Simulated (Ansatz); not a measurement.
# CCSDT/STO-6G (start density atoms) run of ZrCl4 (zirconium tetrachloride)

Aim: the vertical ionisation energy of ZrCl4 (zirconium tetrachloride) at CCSDT/STO-6G (start density atoms), from 2 runs. 

The calculation is run with Ansatz 0.2.0.

5 further runs of the same task are left out: 1 that didn't finish, 4 set aside as unsound or not needed. Runs told in other sessions of the task aren't counted.

**1. Starting point**

ZrCl4: 5 atoms, total charge 0, spin state singlet. SMILES: `Cl[Zr](Cl)(Cl)Cl`. Geometry: relaxed at PBE0-D4/def2-TZVP.

Bond lengths: Cl1–Zr2 2.316 Å, Zr2–Cl3 2.316 Å, Zr2–Cl4 2.316 Å, Zr2–Cl5 2.316 Å. Angles: Cl1–Zr2–Cl3 109.5°, Cl1–Zr2–Cl4 109.5°, Cl1–Zr2–Cl5 109.5°, Cl3–Zr2–Cl4 109.5°, Cl3–Zr2–Cl5 109.5°, Cl4–Zr2–Cl5 109.5°.

**2. Energy and forces at CCSDT/STO-6G (start density atoms)**

Contents of job.yaml:

```yaml
basis:
  gaussian: {orbitals: STO-6G.json}
crystal:
  periodic: [false, false, false]
  atoms:
    - symbol: Cl
      position_ang: [-0.109970, -0.230800, 2.301810]
    - symbol: Zr
      position_ang: [0.000020, 0.000000, -0.000020]
    - symbol: Cl
      position_ang: [1.545400, -1.499220, -0.853260]
    - symbol: Cl
      position_ang: [-2.081750, -0.430080, -0.919260]
    - symbol: Cl
      position_ang: [0.646280, 2.160110, -0.529270]
hamiltonian: {pseudopotentials: {relativity: none}}
correlation: {method: ccsdt, electrons: outside_noble_gas}
scf: {lower_state_search: light}
output: {forces: true, orbitals: {seedname: orbitals}}
```

The basis set STO-6G is read from a file made from the Basis Set Exchange's data (not shown).

Command:

```sh
ansatz run job.yaml --threads 1 --pin off --max-ram 3480MiB --events-out events.jsonl --progress --plain --runs-dir runs
```

Log:

```text
Warning: RAYON_NUM_THREADS=1 ignored (pool sized by the plan → 1); use --threads N
Functional definition: HF
  name "HF"
  exchange = exact_x
  correlation = 0
1185 factors; integrals over basis functions are off by at most 8.0e-8 eV
mean field evaluation 1: about -145717.1935 eV, gradient 3.4e1 eV
mean field evaluation 2: about -145717.2136 eV, gradient 3.4e1 eV
mean field evaluation 4: about -145722.6821 eV, gradient 1.0e0 eV
mean field evaluation 8: about -145722.6853 eV, gradient 4.0e-4 eV
mean field -145722.68528369 eV, -5355.2099097921 hartree, gradient 3.0e-6 eV, S^2 0.000000; 0 other end points of the search recorded, 0 dependent functions left out
38 core orbitals not correlated: weight in the atoms' cores, before any rotation towards them, 0.995 or more for the frozen orbitals, at most 0.004 for the correlated occupied ones
reference -145722.68528369 eV, -5355.2099097921 hartree; 16, 16 occupied and 9, 9 virtual orbitals, 1185 factors
second order -2.33114407 eV of doubles, -0.00000000 eV of singles
cycle   1  -2.25824684 eV  change    7.3e-2 eV  update   1.4e-1
cycle   2  -2.62262091 eV  change   -3.6e-1 eV  update   7.8e-2
cycle   3  -2.75791757 eV  change   -1.4e-1 eV  update   2.3e-2
cycle   4  -2.77230010 eV  change   -1.4e-2 eV  update   6.1e-3
cycle   5  -2.76648807 eV  change    5.8e-3 eV  update   2.6e-3
cycle   6  -2.76519668 eV  change    1.3e-3 eV  update   6.6e-4
cycle   7  -2.76576684 eV  change   -5.7e-4 eV  update   2.6e-4
cycle   8  -2.76592084 eV  change   -1.5e-4 eV  update   7.1e-5
cycle   9  -2.76588209 eV  change    3.9e-5 eV  update   2.2e-5
cycle  10  -2.76587716 eV  change    4.9e-6 eV  update   6.9e-6
cycle  11  -2.76587765 eV  change   -5.0e-7 eV  update   2.1e-6
the calculation of the forces begins
mean field evaluation 16: about -145722.6506 eV, gradient 2.3e-1 eV
Total energy: -145725.45116135 eV, -5355.3115539211 hartree
Atom 0 at    -0.109970    -0.230800     2.301810 Å, force    -0.005495    -0.011649     0.116119 eV/Å
Atom 1 at     0.000020     0.000000    -0.000020 Å, force     0.000418    -0.000023     0.000015 eV/Å
Atom 2 at     1.545400    -1.499220    -0.853260 Å, force     0.077697    -0.075324    -0.042915 eV/Å
Atom 3 at    -2.081750    -0.430080    -0.919260 Å, force    -0.105220    -0.021759    -0.046531 eV/Å
Atom 4 at     0.646280     2.160110    -0.529270 Å, force     0.032601     0.108754    -0.026689 eV/Å
Dipole moment:     0.000018    -0.000002    -0.000027 e Å
```

Run time: 25 s. Hardware: 1 thread of Arm Neoverse V2, shared host; peak memory 0.3 GiB.

**3. The doublet cation at the same level**

job.yaml, as its differences from that of step 2:

```diff
@@ -1,3 +1 @@
-basis:
-  gaussian: {orbitals: STO-6G.json}
 crystal:
@@ -15,2 +13,6 @@
       position_ang: [0.646280, 2.160110, -0.529270]
+basis:
+  gaussian: {orbitals: STO-6G.json}
+total_charge: 1
+magnetization: {spin_polarized: true, initial_magnetization: 1}
 hamiltonian: {pseudopotentials: {relativity: none}}
```

The basis set STO-6G is read from a file made from the Basis Set Exchange's data (not shown).

Command:

```sh
ansatz run job.yaml --threads 1 --pin off --max-ram 3480MiB --events-out events.jsonl --progress --plain --runs-dir runs
```

Log:

```text
Warning: RAYON_NUM_THREADS=1 ignored (pool sized by the plan → 1); use --threads N
[... 70 lines left out ...]
38 core orbitals not correlated: weight in the atoms' cores, before any rotation towards them, 0.989 or more for the frozen orbitals, at most 0.008 for the correlated occupied ones
[... 44 lines left out ...]
Total energy: -145715.57322667 eV, -5354.9485465171 hartree
[... 5 lines left out ...]
Dipole moment:    -0.145226    -0.001115    -0.393305 e Å
```

Run time: 5.8 min. Hardware: 1 thread of Arm Neoverse V2, shared host; peak memory 0.9 GiB.

**4. Summary of results**

At CCSDT/STO-6G (start density atoms), 38 core orbitals frozen:

| quantity | value |
| --- | --- |
| singlet ZrCl4: total energy | -5355.31155 Eh |
| singlet ZrCl4: dipole moment (correlated density) | 0.00 D |
| singlet ZrCl4: HOMO energy (Hartree–Fock orbitals) | -11.45 eV |
| singlet ZrCl4: LUMO energy (Hartree–Fock orbitals) | 3.11 eV |
| singlet ZrCl4: HOMO–LUMO gap (Hartree–Fock orbitals) | 14.57 eV |
| singlet ZrCl4: correlation energy (38 core orbitals frozen) | -101.6 mEh |
| singlet ZrCl4: T1 diagnostic | 0.015 |
| singlet ZrCl4: largest force on an atom | 0.117 eV/Å |
| doublet cation: total energy | -5354.94855 Eh |
| doublet cation: HOMO energy (Hartree–Fock orbitals) (highest over α and β) | -16.18 eV |
| doublet cation: LUMO energy (Hartree–Fock orbitals) (lowest over α and β) | -9.60 eV |
| doublet cation: correlation energy (38 core orbitals frozen) | -129.4 mEh |
| doublet cation: ⟨S²⟩ of the reference determinant | 0.757 |
| doublet cation: T1 diagnostic | 0.087 |
| doublet cation: largest force on an atom | 2.153 eV/Å |
| vertical ionisation energy (to the doublet cation) | 9.878 eV |

In words: The vertical ionisation energy comes to 9.88 eV (953 kJ/mol). In a minimal basis such a difference can be off by several eV, whatever the method. Relativity is left out (singlet ZrCl4) although the molecule holds a heavy atom. The T1 diagnostic (doublet cation) of 0.087 is above the customary mark for such species, so a single reference may not serve. The SCF solution (doublet cation) is unstable: a lower one exists. Mulliken charges (doublet cation) run from -0.06 on Cl1 to +0.85 on Zr2; they depend strongly on the basis.
